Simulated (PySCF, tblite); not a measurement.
# C7H12O: geometry, infrared bands and NMR shifts

Wanted: the infrared bands and NMR shifts of C7H12O (`C=C/C=C/[C@@H](C)CO`), by calculation.

Computed with tblite 0.8.0 and PySCF 2.14.0, with density-fitted response routines of our own, on a single molecule in the gas phase. Atoms are numbered from 0 throughout.

**1. The molecule as given**

20 atoms, charge 0, multiplicity 1; geometry from: force field or distance geometry start.

Bonds of the start (Å): C0–C1 1.34, C1–C2 1.43, C2–C3 1.34, C3–C4 1.51, C4–C5 1.53, C4–C6 1.54, C6–O7 1.42, C0–H8 1.08, C0–H9 1.08, C1–H10 1.10, C2–H11 1.09, C3–H12 1.11, C4–H13 1.11, C5–H14 1.09, C5–H15 1.09, C5–H16 1.10, C6–H17 1.10, C6–H18 1.09, O7–H19 0.97.

**2. Relaxing the molecule with GFN2-xTB**

What the job is given:

```
{"job": {"kind": "relax", "xc": "GFN2-xTB", "basis": "xTB"}, "charge": 0, "multiplicity": 1}
C      3.695400     0.272000    -0.545600
C      2.575200     0.199100     0.193100
C      1.277900    -0.025300    -0.355000
C      0.158200    -0.085300     0.384000
C     -1.228000    -0.317800    -0.170600
C     -1.833400    -1.587700     0.418300
C     -2.134200     0.895300     0.099000
O     -1.719900     2.031300    -0.652900
H      3.668400     0.178400    -1.624700
H      4.650300     0.436400    -0.075900
H      2.661600     0.292700     1.281400
H      1.194700    -0.132000    -1.437900
H      0.222700     0.014100     1.484300
H     -1.149000    -0.447100    -1.268400
H     -2.817300    -1.780800    -0.009900
H     -1.194900    -2.454900     0.231300
H     -1.948200    -1.499100     1.510200
H     -2.134600     1.161700     1.163500
H     -3.168600     0.672700    -0.177700
H     -0.781400     2.186900    -0.449600
```

Command:

```bash
OMP_NUM_THREADS=1 python probes_run.py task.json out
```

This one command runs all jobs of the session in turn.

Log:

```text
step      E/eV     max force
  0    -683.30131    1.212
  1    -683.33595    0.740
  2    -683.34641    0.289
  3    -683.35265    0.206
  4    -683.35671    0.119
  5    -683.35805    0.099
  6    -683.35940    0.088
  7    -683.36040    0.081
  8    -683.36098    0.055
  9    -683.36137    0.049
 10    -683.36183    0.063
 11    -683.36230    0.062
 12    -683.36265    0.046
 13    -683.36287    0.035
 14    -683.36305    0.037
 15    -683.36324    0.035
 16    -683.36340    0.033
 17    -683.36354    0.024
 18    -683.36365    0.024
 19    -683.36375    0.022
 20    -683.36383    0.021
 21    -683.36391    0.018
 22    -683.36400    0.023
 23    -683.36411    0.025
 24    -683.36421    0.025
 25    -683.36428    0.021
 26    -683.36434    0.018
 27    -683.36442    0.026
 28    -683.36455    0.037
 29    -683.36469    0.041
 30    -683.36483    0.033
 31    -683.36496    0.027
 32    -683.36511    0.035
 33    -683.36529    0.042
 34    -683.36547    0.033
 35    -683.36560    0.026
 36    -683.36571    0.025
 37    -683.36581    0.026
 38    -683.36590    0.024
 39    -683.36597    0.020
 40    -683.36601    0.014
 41    -683.36604    0.015
 42    -683.36608    0.014
 43    -683.36611    0.014
 44    -683.36614    0.013
 45    -683.36618    0.013
 46    -683.36623    0.017
 47    -683.36629    0.017
 48    -683.36634    0.018
 49    -683.36639    0.020
 50    -683.36645    0.018
 51    -683.36653    0.022
 52    -683.36664    0.025
 53    -683.36678    0.029
 54    -683.36692    0.031
 55    -683.36707    0.027
 56    -683.36722    0.035
 57    -683.36741    0.036
 58    -683.36759    0.027
 59    -683.36773    0.020
 60    -683.36780    0.019
 61    -683.36784    0.014
 62    -683.36787    0.011
 63    -683.36790    0.010
```

Wall time 1 s (1 thread of Intel Xeon at 2.70GHz, shared host); peak memory 0.18 GiB.

Relaxation path: (not every step is listed)

```
step  energy from step 0 (eV)  largest force (eV/Å)
   0                   0.0000                1.2125
   1                  -0.0346                0.7403
   2                  -0.0451                0.2888
   3                  -0.0513                0.2061
   4                  -0.0554                0.1186
   5                  -0.0567                0.0987
   6                  -0.0581                0.0882
   7                  -0.0591                0.0811
   8                  -0.0597                0.0548
  13                  -0.0616                0.0353
  18                  -0.0623                0.0240
  23                  -0.0628                0.0245
  28                  -0.0632                0.0370
  33                  -0.0640                0.0424
  38                  -0.0646                0.0238
  43                  -0.0648                0.0136
  48                  -0.0650                0.0183
  53                  -0.0655                0.0289
  58                  -0.0663                0.0270
  59                  -0.0664                0.0200
  60                  -0.0665                0.0185
  61                  -0.0665                0.0144
  62                  -0.0666                0.0112
  63                  -0.0666                0.0096
```

Distances of close pairs at the start and the end, largest changes first:

```
  bond  before (Å)  after (Å)  change (Å)
C3–H12       1.107      1.084      -0.023
 C1–C2       1.426      1.445      +0.019
 C6–O7       1.424      1.405      -0.019
 C0–C1       1.344      1.329      -0.015
 C3–C4       1.511      1.497      -0.014
C5–H16       1.101      1.088      -0.013
C4–H13       1.108      1.095      -0.013
C1–H10       1.096      1.083      -0.013
```

The final coordinates are the input of the step that follows.

**3. Infrared spectrum with GFN2-xTB**

What the job is given:

```
{"job": {"kind": "ir", "xc": "GFN2-xTB", "basis": "xTB"}, "charge": 0, "multiplicity": 1}
C      3.660281     0.345302    -0.552030
C      2.565093     0.229973     0.192035
C      1.248657    -0.003270    -0.357130
C      0.148664    -0.159814     0.379239
C     -1.222685    -0.376822    -0.180033
C     -1.888344    -1.590195     0.467703
C     -2.067780     0.888819     0.060811
O     -1.566672     2.011424    -0.619550
H      3.620350     0.269162    -1.626518
H      4.630731     0.515491    -0.118942
H      2.628336     0.305972     1.270353
H      1.185287    -0.057785    -1.436987
H      0.207953    -0.106617     1.459836
H     -1.152623    -0.531135    -1.261821
H     -2.883107    -1.743093     0.056493
H     -1.296361    -2.483972     0.286265
H     -1.977857    -1.447556     1.542591
H     -2.128668     1.087016     1.142200
H     -3.080663     0.741175    -0.320509
H     -0.635741     2.116602    -0.387042
```

Log:

```text
mode    cm-1     km/mol
  1      29.1      0.29
  2      99.2      1.89
  3     136.4      0.33
  4     147.2      0.40
  5     158.7      0.91
  6     205.1      0.11
  7     235.3      5.14
  8     334.1     14.50
  9     345.9     93.71
 10     397.9     57.11
 11     441.4      5.51
 12     484.5      1.58
 13     528.4      5.21
 14     641.3      0.04
 15     793.0      0.54
 16     884.1     16.63
 17     885.5      6.47
 18     929.3      7.94
 19     945.6      2.71
 20     971.3     15.51
 21     988.0      0.21
 22    1036.9     25.31
 23    1079.8     96.05
 24    1092.1     15.07
 25    1105.9      2.92
 26    1135.2      4.86
 27    1163.2      4.02
 28    1192.8      4.57
 29    1234.5      6.39
 30    1271.3      4.34
 31    1287.5      1.47
 32    1289.7      0.16
 33    1316.2     26.17
 34    1338.5      7.41
 35    1351.0     50.82
 36    1409.4      3.23
 37    1413.8      0.27
 38    1480.0      1.21
 39    1497.9      3.60
 40    1499.2      2.96
 41    1667.0      1.86
 42    1679.5     10.89
 43    2857.7     67.35
 44    2947.9     36.81
 45    2979.6     36.37
 46    3030.9     28.00
 47    3037.6     40.52
 48    3042.8     27.78
 49    3044.4     17.02
 50    3048.3      0.72
 51    3060.2    117.12
 52    3100.0     22.98
 53    3131.2     51.10
 54    3512.1     19.88
```

Run time: 1.7 s. Hardware: 1 thread of Intel Xeon at 2.70GHz, shared host; peak memory 0.18 GiB.

Which atoms move in the most intense modes:

```
cm⁻¹  km/mol                                  atoms
 346    93.7                               H19 46 %
 398    57.1                      H19 25 %, C3 14 %
1080    96.0             C6 35 %, O7 33 %, H18 13 %
1351    50.8  H18 35 %, H17 16 %, C6 15 %, H19 14 %
2858    67.3                               H17 93 %
3038    40.5                     H14 55 %, H15 35 %
3060   117.1           H11 47 %, H10 33 %, H12 12 %
3131    51.1                       H9 69 %, H8 20 %
```

**4. Nuclear shieldings: PBE0/pcSseg-1**

Same as in step 3 but for these lines:

```diff
@@ -1,2 +1,2 @@
-{"job": {"kind": "ir", "xc": "GFN2-xTB", "basis": "xTB"}, "charge": 0, "multiplicity": 1}
+{"job": {"kind": "nmr", "xc": "PBE0", "basis": "pcSseg-1"}, "charge": 0, "multiplicity": 1}
 C      3.660281     0.345302    -0.552030
```

Level: GIAO PBE0/pcSseg-1 NMR shielding, non-relativistic, gas phase.

Log:

```text
coarse grid: 16128 points
cycle   1  E = -348.5362620332  dE =  9.208e-01  |g| = 6.728e-01  |ddm| = 3.876e+00
cycle   2  E = -348.4911289700  dE =  4.513e-02  |g| = 8.625e-01  |ddm| = 1.333e+00
cycle   3  E = -348.6289449914  dE = -1.378e-01  |g| = 9.800e-02  |ddm| = 8.309e-01
cycle   4  E = -348.6307341898  dE = -1.789e-03  |g| = 3.507e-02  |ddm| = 1.087e-01
cycle   5  E = -348.6309895103  dE = -2.553e-04  |g| = 1.508e-02  |ddm| = 4.477e-02
cycle   6  E = -348.6310456538  dE = -5.614e-05  |g| = 4.013e-03  |ddm| = 1.616e-02
cycle   7  E = -348.6310496562  dE = -4.002e-06  |g| = 6.799e-04  |ddm| = 3.481e-03
final grid: 154128 points
cycle   8  E = -348.6906344535  dE = -4.933e-05  |g| = 1.104e-02  |ddm| = 4.221e-02
cycle   9  E = -348.6906203018  dE =  1.415e-05  |g| = 1.412e-02  |ddm| = 2.078e-02
cycle  10  E = -348.6906617749  dE = -4.147e-05  |g| = 1.655e-03  |ddm| = 1.223e-02
cycle  11  E = -348.6906623358  dE = -5.608e-07  |g| = 2.535e-04  |ddm| = 1.496e-03
cycle  12  E = -348.6906623426  dE = -6.800e-09  |g| = 1.873e-04  |ddm| = 3.512e-04
cycle  13  E = -348.6906623517  dE = -9.176e-09  |g| = 2.512e-05  |ddm| = 1.893e-04
cycle  14  E = -348.6906623519  dE = -1.503e-10  |g| = 8.495e-06  |ddm| = 3.364e-05
converged SCF energy = -348.6906623519

GIAO shielding tensors (ppm)
atom      isotropic    diamagn.    paramagn.     s11        s22        s33       span
  0 C       62.279     252.815    -190.536    -45.638     71.375    161.099    206.738
  1 C       42.106     254.441    -212.335    -71.794     47.738    150.374    222.167
  2 C       43.810     255.879    -212.068    -62.408     60.162    133.677    196.085
  3 C       40.257     259.185    -218.928    -58.975     46.151    133.595    192.570
  4 C      139.441     246.130    -106.689    132.952    139.710    145.660     12.708
  5 C      168.279     247.269     -78.990    154.483    161.946    188.407     33.924
  6 C      115.440     245.065    -129.625     88.243    108.322    149.755     61.513
  7 O      295.652     391.700     -96.048    276.252    284.539    326.165     49.914
  8 H       26.181      31.102      -4.920     23.024     25.445     30.074      7.050
  9 H       26.301      27.413      -1.113     23.851     25.449     29.602      5.752
 10 H       25.129      31.564      -6.435     22.447     23.932     29.008      6.561
 11 H       25.199      35.700     -10.501     21.361     24.073     30.161      8.800
 12 H       26.178      35.951      -9.773     23.210     25.612     29.712      6.502
 13 H       29.502      33.653      -4.152     26.702     28.870     32.934      6.232
 14 H       30.667      29.512       1.154     26.230     28.111     37.659     11.428
 15 H       30.537      30.158       0.380     26.261     28.510     36.841     10.580
 16 H       30.924      30.615       0.309     27.306     29.046     36.419      9.113
 17 H       28.366      31.008      -2.642     23.856     28.711     32.531      8.676
 18 H       27.983      29.926      -1.944     23.575     28.808     31.565      7.990
 19 H       30.839      34.661      -3.822     21.290     30.103     41.124     19.833
```

Run time: 84 s. Hardware: 1 thread of Intel Xeon at 2.70GHz, shared host; peak memory 0.87 GiB.

The references, computed at this level on geometries of the same kind, shield at (ppm): 1H TMS 31.72, 13C TMS 186.9, 17O H2O 336.1. Their shielding less the atom's gives the shift. The references are single molecules in the gas phase, so shifts against H2O, NH3, PH3, H3PO4 or CFCl3 are not on the usual liquid scales and can be off by tens of ppm. Atoms listed in one row are averaged.

```
        atoms                         environment  σ (ppm)  δ (ppm)  δ scaled to CDCl3
           C3                           alkene CH     40.3    146.7              141.2
           C1                           alkene CH     42.1    144.8              139.4
           C2                           alkene CH     43.8    143.1              137.8
           C0                terminal =CH2 carbon     62.3    124.6              119.7
           C6                 sp3 CH2 bonded to O    115.4     71.5               67.9
           C4                      allylic sp3 CH    139.4     47.5               44.4
           C5                       methyl carbon    168.3     18.6               16.3
          H10            hydrogen on an alkene CH    25.13     6.59               6.32
          H11            hydrogen on an alkene CH    25.20     6.52               6.25
          H12            hydrogen on an alkene CH    26.18     5.54               5.33
           H8  hydrogen on a terminal =CH2 carbon    26.18     5.54               5.32
           H9  hydrogen on a terminal =CH2 carbon    26.30     5.42               5.21
          H18  hydrogen on an sp3 CH2 bonded to O    27.98     3.73               3.63
          H17  hydrogen on an sp3 CH2 bonded to O    28.37     3.35               3.26
          H13       hydrogen on an allylic sp3 CH    29.50     2.22               2.19
H14, H15, H16         hydrogen on a methyl carbon    30.71     1.01               1.06
          H19       hydrogen on an alcohol oxygen    30.84     0.88                  –
           O7                      alcohol oxygen    295.7     40.4                  –
```

The scaled column applies a straight-line fit of computed shieldings to shifts measured in CDCl3 (root-mean-square error 0.16 ppm for H, 1.9 ppm for C).

Charges from the same density, by scheme (e):

```
atoms  Mulliken    IAO  Hirshfeld  ESP fit
   C0     -0.14  -0.31      -0.10    -0.48
   C1     -0.18  -0.14      -0.05    -0.04
   C2     -0.08  -0.15      -0.05    -0.13
   C3     -0.15  -0.15      -0.04    -0.28
   C4     -0.35  -0.12      -0.03     0.22
   C5     -0.20  -0.42      -0.12    -0.55
   C6      0.15  -0.04       0.00     0.05
   O7     -0.46  -0.55      -0.24    -0.61
```

Mayer bond orders: C0–C1 1.90, C1–C2 1.09, C2–C3 1.77, C3–C4 0.98, C4–C5 1.02, C4–C6 0.98, C6–O7 0.96.

Orbitals, density, ELF and potential are computed afterwards from the orbital file.

Frontier orbitals at PBE0/pcSseg-1, with the share of their density that lies nearest to each atom:

```
orbital  energy (eV)                                         lies on
   HOMO        -6.77  C0, C3 about 23 % each; C1, C2 about 14 % each
   LUMO        -0.88  C0, C3 about 22 % each; C1, C2 about 14 % each
```

ELF in a plane through or near 8 of the atoms.

Values, 10 rows by 14 columns:
```
0.00 0.00 0.00 0.00 0.00 0.00 0.00 0.00 0.00 0.00 0.00 0.00 0.00 0.00
0.00 0.00 0.00 0.00 0.00 0.00 0.00 0.01 0.23 0.01 0.00 0.00 0.00 0.00
0.00 0.00 0.00 0.00 0.00 0.00 0.00 0.38 0.89 0.15 0.01 0.00 0.00 0.00
0.00 0.00 0.01 0.13 0.09 0.02 0.01 0.65 0.80 0.61 0.99 0.01 0.00 0.00
0.00 0.00 0.14 0.51 0.40 0.33 0.58 0.11 0.75 0.85 0.97 0.01 0.00 0.00
0.00 0.01 0.82 0.34 0.68 0.73 0.39 0.79 0.86 0.18 0.15 0.00 0.00 0.00
0.00 0.00 0.15 0.48 0.64 0.29 0.73 0.24 0.59 0.55 0.99 0.15 0.00 0.00
0.00 0.00 0.00 0.07 0.11 0.01 0.15 0.02 0.99 0.60 0.36 0.01 0.00 0.00
0.00 0.00 0.00 0.00 0.00 0.00 0.00 0.01 0.82 0.18 0.00 0.00 0.00 0.00
0.00 0.00 0.00 0.00 0.00 0.00 0.00 0.00 0.00 0.00 0.00 0.00 0.00 0.00
```
The map spans 14.5 Å across and 9.8 Å up, centred on the molecule. Atoms in the plane (x, y in Å): C0 (-3.7, -0.1), C2 (-1.3, -0.1), C4 (1.2, -0.1), C5 (2.1, -1.4), O7 (1.2, 2.3), H14 (3.1, -1.2), H15 (1.6, -2.2), H18 (2.9, 1.3).

log10 of the density (e/Å³) in the same plane.

Ten even steps from '0' (-4.0) to '9' (1.5):
```
0000000000000000000000000000
0000000000000012210000000000
0000000000000123432000000000
0000000000001345654210000000
0000000000012457764321000000
0000012222223568875442100000
0000233333333567776653200000
0002344544455456677764200000
0013456655566556777653200000
0013567766787667775543100000
0024567876797777976543200000
0013466666666666777654200000
0012445555555555677764310000
0001233444444445677654200000
0000122333233335676543200000
0000001111111134554432100000
0000000000000023443320000000
0000000000000001221100000000
0000000000000000000000000000
0000000000000000000000000000
```
The map spans 14.5 Å across and 9.8 Å up, centred on the molecule. Atoms in the plane (x, y in Å): C0 (-3.7, -0.1), C2 (-1.3, -0.1), C4 (1.2, -0.1), C5 (2.1, -1.4), O7 (1.2, 2.3), H14 (3.1, -1.2), H15 (1.6, -2.2), H18 (2.9, 1.3).

On the surface of density 0.002 e/bohr³ the electrostatic potential runs, from the 1st to the 99th percentile, from -1.68 V near O7 to 1.30 V near H19.

**5. Outcome**

| quantity | value |
| --- | --- |
| strongest single infrared mode (GFN2-xTB) | 3060 cm⁻¹, 117 km/mol |
| zero-point energy (GFN2-xTB) | 107.1 kcal/mol |
| 13C shifts against TMS (PBE0/pcSseg-1) | 146.7, 144.8, 143.1, 124.6, 71.5, 47.5, 18.6 ppm |
| 1H shifts against TMS (PBE0/pcSseg-1, means over atoms taken as alike) | 6.59, 6.52, 5.54, 5.54, 5.42, 3.73, 3.35, 2.22, 1.01, 0.88 ppm |
| 17O shifts against H2O (PBE0/pcSseg-1) | 40.4 ppm |
| surface potential, 1st and 99th percentile | -1.68 V and 1.30 V |

In words: The optimisation took 63 steps and gained 0.067 eV; among the close pairs (by a distance rule), C3–H12 changed most, from 1.107 to 1.084 Å. All 54 modes are real, so the xTB geometry is a minimum. The strongest single mode, at 3060 cm⁻¹, moves mainly H11 and H10. Unscaled tight-binding wavenumbers are off by several per cent, some by more. Its intensities can rank the bands wrongly. At PBE0/pcSseg-1: Shielding is most anisotropic at C1 (span 222 ppm, paramagnetic term -212 ppm). By nearest atom (PBE0/pcSseg-1), the HOMO sits on C0, C3 about 23 % each; C1, C2 about 14 % each and the LUMO on C0, C3 about 22 % each; C1, C2 about 14 % each.
